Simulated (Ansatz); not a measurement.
CO₂, space group P4_2/mnm, a calculation of the dielectric tensor and Born charges

Computed with Ansatz 0.2.0, Python API.

The script, `eps_co2.py`:
```python
# -*- coding: utf-8 -*-
"""Response of CO2 to an electric field."""

import warnings

import ansatz as az
import numpy as np

warnings.simplefilter("ignore", az.DeckWarning)

structure = (
    az.Lattice.of((3.5161, 0.0, 0.0), (0.0, 3.5161, 0.0), (0.0, 0.0, 4.1043))
    .atom("C", (0.0, 0.0, 0.0))
    .atom("C", (0.5, 0.5, 0.5))
    .atom("O", (0.23, 0.23, 0.0))
    .atom("O", (0.27, 0.73, 0.5))
    .atom("O", (0.77, 0.77, 0.0))
    .atom("O", (0.73, 0.27, 0.5))
)

# an insulator: whole occupations
calc = (
    structure.calculation()
    .functional("pbesol")
    .pseudopotentials("paw")
    .kpoints(5, 5, 5)
    .occupations("fixed")
    .dielectric()
)
done = calc.run()
response = done.dielectric
eps = np.asarray(response.eps_inf)

values = np.linalg.eigvalsh(eps)
print("principal values of eps_inf:", np.round(values, 3))
print("refractive indices:", np.round(np.sqrt(values), 3))
for site, z in zip(done.lattice.sites, response.zstar_e):
    print(f"{site.symbol:2s} Z* trace/3 = {np.trace(z) / 3:+.3f} e")
print(f"charge neutrality missed by {response.zstar_sum_residual_pre_e:.4f} e before the sum rule")
```

`python eps_co2.py` gives:
```text
principal values of eps_inf: [2.453 3.073 3.073]
refractive indices: [1.566 1.753 1.753]
C  Z* trace/3 = +1.968 e
C  Z* trace/3 = +1.968 e
O  Z* trace/3 = -0.984 e
O  Z* trace/3 = -0.984 e
O  Z* trace/3 = -0.984 e
O  Z* trace/3 = -0.984 e
charge neutrality missed by 0.0021 e before the sum rule
```

What to keep in mind:
- The Fermi level of a run with fixed occupations marks the highest occupied state on its mesh, not mid-gap.
- Averages over directions belong to no single polarisation, least of all in layered crystals.
- Pressure is positive in compression.
- The starting cell is as deposited in a crystallographic database; the results hold for this polymorph, which needn't be the stable one.
- This is the electronic (clamped-ion) response; a semilocal gap that is too small tends to raise it. The typed mesh is that of the SCF; the response is solved on denser meshes that the run picks.
- Finished in 20 s on 1 thread of Intel(R) Xeon(R) Platinum 8488C (Sapphire Rapids) (shared host), peak memory 0.55 GiB.

(A comment or docstring line of the script was reworded after the run, the code is as it ran; lines on the test bed's own set-up are left out of the output.)
